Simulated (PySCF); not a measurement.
# BiF3H2O (Bi(F)3(H2O)): the cost of one run

Method: several levels, as the steps say, no spin–orbit coupling; program: PySCF 2.14.0.

1 further run of the same task is left out (for a known fault of the program).

### 1 The starting structure

7 atoms, charge 0, spin multiplicity 1.

Bond lengths: Bi1–F2 2.043 Å, Bi1–F3 2.031 Å, Bi1–F4 2.043 Å, O5–H6 0.972 Å, O5–H7 0.972 Å. Angles: F2–Bi1–F3 93.2°, F2–Bi1–F4 94.2°, F3–Bi1–F4 93.2°, H6–O5–H7 103.3°.

Coordinates:

```mol
BiF3H2O
  3D, bonds by distance, orders not assigned

  7  5  0  0  0  0  0  0  0  0999 V2000
   -0.8703   -0.3481    0.3481 Bi  0  0
    0.1080    1.4086    0.7077 F   0  0
    0.4514   -1.4385    1.4385 F   0  0
    0.1080   -0.7077   -1.4086 F   0  0
   -1.4771    1.4527   -1.4527 O   0  0
   -0.8882    2.0837   -1.0060 H   0  0
   -0.8882    1.0060   -2.0837 H   0  0
  1  2  8  0
  1  3  8  0
  1  4  8  0
  5  6  8  0
  5  7  8  0
M  END
```

Formal oxidation states: Bi +3. An earlier session relaxed this geometry at PBE0, Bi def2-SVP with ECP60, F def2-SVP, O def2-SVP, H def2-SVP (singlet, point group Cs).

At PBE0 on the finer grid: E = -590.004830 Eh, HOMO -9.30 eV, LUMO -1.54 eV, Mulliken charge on Bi1 +1.34 e, largest force component 0.029 eV/Å. 

Levels to run: M06-L; PBE; PBE0, TZVP. Hardware: 2 threads of Arm Neoverse V1, shared host.

### 2 M06-L

run.py (the lines that set the calculation) reads:

```python
mol = gto.M(atom='''
Bi    -0.87031    -0.34814     0.34814
F      0.10798     1.40863     0.70769
F      0.45140    -1.43854     1.43854
F      0.10798    -0.70769    -1.40863
O     -1.47712     1.45268    -1.45268
H     -0.88822     2.08365    -1.00604
H     -0.88822     1.00604    -2.08365''',
    basis={'Bi': 'def2-SVP', 'F': 'def2-SVP', 'O': 'def2-SVP', 'H': 'def2-SVP'},
    ecp={'Bi': 'def2-SVP'},
    charge=0, spin=0)
mf = dft.RKS(mol, xc='M06L')
mf.grids.atom_grid = (75, 302)
mf = mf.density_fit()  # fitting sets: Bi def2-universal-JKFIT, F def2-universal-JKFIT, O def2-universal-JKFIT, H def2-universal-JKFIT
mf.conv_tol = 1e-08; mf.max_cycle = 55
mf.kernel(dm0)  # dm0: the density of the relaxed state
```

Command:

```console
$ OMP_NUM_THREADS=2 python run.py
```

**Question.** How long does this run take on 2 threads of Arm Neoverse V1, shared host?

About 5.6 s.
